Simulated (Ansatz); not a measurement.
# C₄H₄Se: one species, many methods

The task here is to estimate one member of a computed series from the others.

Program: Ansatz 0.2.0, Gaussian basis. Level of theory: functionals in def2-TZVPP, the program's frozen cores in correlated methods. These are calculated values, not measurements.

Levels to be run: LDA (SPW92), PBE-D4, revPBE-D4, BLYP-D4, r2SCAN-D4, B97M-V, PBE0-D4, B3LYP-D4, r2SCANh-D4, r2SCAN0-D4, HSE06-D4, BHLYP-D4, CAM-B3LYP-D4, LC-ωPBE, ωB97X-V, ωB97M-V, B2PLYP, PBE-QIDH; CCSD(T)/def2-SVP; CCSD(T)/def2-TZVPP; MP2/def2-QZVPP; extrapolation to the limit; RPA on PBE.

### The relaxed structure

An earlier PBE0-D4 in a triple-zeta def2 set relaxation fixed the geometry.

SMILES `c1cc[se]c1`, 9 atoms, charge 0, spin multiplicity 1.

Atoms are counted from 1 here; the program's logs count them from 0.

Bond lengths: C1–C2 1.423 Å, C1–C5 1.357 Å, C1–H6 1.083 Å, C2–C3 1.357 Å, C2–H7 1.083 Å, C3–Se4 1.851 Å, C3–H8 1.079 Å, Se4–C5 1.851 Å, C5–H9 1.079 Å. Angles: C2–C1–C5 114.8°, C2–C1–H6 122.8°, C5–C1–H6 122.4°, C1–C2–C3 114.8°, C1–C2–H7 122.8°, C3–C2–H7 122.4°, C2–C3–Se4 111.4°, C2–C3–H8 127.7°, Se4–C3–H8 120.9°, C3–Se4–C5 87.6°, C1–C5–Se4 111.4°, C1–C5–H9 127.7°, Se4–C5–H9 120.9°.

Set-up of the first run:

File in.yaml:

```yaml
crystal:
  periodic: [false, false, false]
  atoms:
    - {symbol: C, position_ang: [0.171683, 0.961230, 0.118320]}
    - {symbol: C, position_ang: [0.974192, -0.194328, -0.095643]}
    - {symbol: C, position_ang: [0.280888, -1.356105, -0.205394]}
    - {symbol: Se, position_ang: [-1.540768, -1.075159, -0.038945]}
    - {symbol: C, position_ang: [-1.163237, 0.723316, 0.180199]}
    - {symbol: H, position_ang: [0.589886, 1.954772, 0.224683]}
    - {symbol: H, position_ang: [2.054355, -0.153958, -0.165998]}
    - {symbol: H, position_ang: [0.676167, -2.347105, -0.368305]}
    - {symbol: H, position_ang: [-1.954567, 1.440939, 0.334085]}
basis:
  gaussian: {orbitals: def2-TZVPP}
hamiltonian: {xc: lda}
output: {orbitals: {seedname: orbitals}}
```

Command:

```
$ ansatz run in.yaml --threads 4 --pin off --events-out ev --progress --plain --max-ram 10444MiB
```

Steps of the session up to this table: LDA; PBE-D4 (GGA); revPBE-D4 (GGA); BLYP-D4 (GGA); r2SCAN-D4 (meta-GGA); B97M-V (meta-GGA); B3LYP-D4 (hybrid); r2SCANh-D4 (hybrid); r2SCAN0-D4 (hybrid); HSE06-D4 (hybrid); BHLYP-D4 (hybrid); CAM-B3LYP-D4 (range-separated); LC-ωPBE (range-separated); ωB97X-V (range-separated); ωB97M-V (range-separated); B2PLYP (double hybrid); PBE-QIDH (double hybrid).

One table of the session follows, with a row left open; its other results are not shown here.

It belongs to the step «Frontier levels by functional». 

| functional | HOMO (eV) | gap (eV) |
| --- | --- | --- |
| LDA (SPW92) | -6.05 | 4.42 |
| PBE-D4 | -5.85 | 4.43 |
| revPBE-D4 | -5.78 | 4.44 |
| BLYP-D4 | -5.66 | 4.39 |
| r2SCAN-D4 | -6.03 | 4.75 |
| B97M-V | -5.99 | 4.76 |
| PBE0-D4 | -6.89 | 6.32 |
| B3LYP-D4 | ? | ? |
| r2SCANh-D4 | -6.42 | 5.46 |
| r2SCAN0-D4 | -7.01 | 6.52 |
| HSE06-D4 | -6.49 | 5.54 |
| BHLYP-D4 | -7.72 | 8.13 |
| CAM-B3LYP-D4 | -8.12 | 8.61 |
| LC-ωPBE | -9.39 | 10.90 |
| ωB97X-V | -9.06 | 10.56 |
| ωB97M-V | -8.96 | 10.40 |

Estimate the missing values for B3LYP-D4.

Worked estimate for «HOMO (eV)». Against the share of exact exchange, BLYP-D4 (0, -5.66), BHLYP-D4 (0.5, -7.72) give a slope of -4.12 per unit share; at 0.2 the line stands at -6.48.

The run gave: HOMO (eV): -6.65; gap (eV): 5.89. In «HOMO (eV)» the line misses by +0.17.
